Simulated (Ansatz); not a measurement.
I need a single point from an input written key by key of C3H8GeO2, SMILES CC1C[O][GeH2][O]1. Use Ansatz 0.2.0, Python API. Settings: PBE, def2-SVP basis, multiplicity 1.

```
atom    x (Å)    y (Å)    z (Å)
   C  -1.7668   0.1392   0.6403
   C  -0.3810   0.4696   0.0899
   C   0.0030  -0.4906  -1.0640
   O   1.3764  -0.4165  -1.3380
  Ge   2.0511  -0.0107   0.2513
   O   0.5640   0.4023   1.1261
   H  -2.5254   0.2014  -0.1688
   H  -1.7785  -0.8840   1.0731
   H  -2.0380   0.8655   1.4357
   H  -0.4047   1.5117  -0.3033
   H  -0.5649  -0.2195  -1.9794
   H  -0.2537  -1.5415  -0.8005
   H   2.7327  -1.2484   0.8881
   H   2.9857   1.2214   0.1494
```

The script, `deck.py`:
```python
"""C3H8GeO2 through the session interface."""

import ansatz
import numpy as np

DECK = """
crystal:
  periodic: [false, false, false]
  atoms:
    - { symbol: C, position_ang: [-1.7668, 0.1392, 0.6403] }
    - { symbol: C, position_ang: [-0.381, 0.4696, 0.0899] }
    - { symbol: C, position_ang: [0.003, -0.4906, -1.064] }
    - { symbol: O, position_ang: [1.3764, -0.4165, -1.338] }
    - { symbol: Ge, position_ang: [2.0511, -0.0107, 0.2513] }
    - { symbol: O, position_ang: [0.564, 0.4023, 1.1261] }
    - { symbol: H, position_ang: [-2.5254, 0.2014, -0.1688] }
    - { symbol: H, position_ang: [-1.7785, -0.884, 1.0731] }
    - { symbol: H, position_ang: [-2.038, 0.8655, 1.4357] }
    - { symbol: H, position_ang: [-0.4047, 1.5117, -0.3033] }
    - { symbol: H, position_ang: [-0.5649, -0.2195, -1.9794] }
    - { symbol: H, position_ang: [-0.2537, -1.5415, -0.8005] }
    - { symbol: H, position_ang: [2.7327, -1.2484, 0.8881] }
    - { symbol: H, position_ang: [2.9857, 1.2214, 0.1494] }
basis:
  gaussian: { orbitals: def2-SVP }
hamiltonian:
  xc: pbe
output:
  forces: true
"""


def main() -> None:
    session = ansatz.Session.from_yaml(DECK)
    r = session.plan(threads=1).execute().report

    for key in ("converged", "free_energy_ev", "reference_energy_ev", "n_frozen", "n_occupied", "n_virtual"):
        print(f"{key:22s} {r[key]}")
    symbols = ["C", "C", "C", "O", "Ge", "O", "H", "H", "H", "H", "H", "H", "H", "H"]
    field = r["mean_field"]
    print("<S^2> =", round(abs(field["state"]["spin_squared"]), 4), " all-electron relativity setting:", field["relativity"])
    print("passes:", field["passes"])
    if "symmetry" in field:
        print("occupied orbitals by irrep:", field["symmetry"]["occupied"])

    print("forces (eV/A)")
    for symbol, f in zip(symbols, r["forces_ev_ang"]):
        print(f"  {symbol:2s} {f[0]:9.4f} {f[1]:9.4f} {f[2]:9.4f}")
    charges = r["charge_distribution"]
    dipole = np.array(charges["dipole_moment_e_ang"]) * 4.803205
    print("dipole (D): {:.3f} {:.3f} {:.3f}, length {:.3f}".format(*dipole, np.linalg.norm(dipole)))
    print("atom  Mulliken   Lowdin")
    for symbol, m, l in zip(symbols, charges["mulliken_charges_e"], charges["lowdin_charges_e"]):
        print(f"{symbol:4s} {m:9.3f} {l:8.3f}")


if __name__ == "__main__":
    main()
```

```console
$ python deck.py
converged              True
free_energy_ev         -63824.159760036
reference_energy_ev    -63824.159760036
n_frozen               0
n_occupied             [37, 37]
n_virtual              [105, 105]
<S^2> = 0.0  all-electron relativity setting: none
passes: {'evaluations': 18, 'products': 12}
occupied orbitals by irrep: [{'A': 37}, {'A': 37}]
forces (eV/A)
  C    -0.0288    0.1503   -0.0127
  C    -1.6624   -0.0758   -0.3751
  C    -0.8433   -0.0223   -0.3258
  O     0.3083    0.2264   -0.4793
  Ge    2.4738   -0.0011    0.7871
  O     0.0956   -0.2381    0.4742
  H    -0.0197   -0.0213    0.0937
  H    -0.0052    0.0760   -0.0243
  H    -0.0228   -0.1132   -0.0579
  H     0.0013    0.1466   -0.2488
  H    -0.0926   -0.0144   -0.0215
  H    -0.3029   -0.1087    0.1542
  H     0.0197   -0.0149    0.1075
  H     0.0790    0.0106   -0.0712
dipole (D): -0.524 0.052 -0.022, length 0.527
atom  Mulliken   Lowdin
C       -0.007    0.013
C        0.035   -0.105
C        0.213    0.003
O       -0.433    0.055
Ge       0.626    0.036
O       -0.425    0.078
H        0.026    0.013
H        0.031    0.008
H        0.041    0.012
H        0.016    0.003
H        0.022   -0.002
H        0.010   -0.006
H       -0.078   -0.054
H       -0.076   -0.053
```

What to keep in mind:
- Total energies depend on the basis set; only differences at equal settings carry meaning.
- The geometry is a force-field or estimated start, not a minimum of this method, and the basis set is short of its limit.
- The Löwdin charges here are taken after orthogonalising the functions within each atom; they differ from plain Löwdin charges, and their signs can be unphysical.
- The whole script took 5.4 s on 1 thread of Intel(R) Xeon(R) Platinum 8375C CPU @ 2.90GHz (Ice Lake), on a shared host, peak memory 0.25 GiB.

(Lines on the test bed's own set-up are left out of the output.)
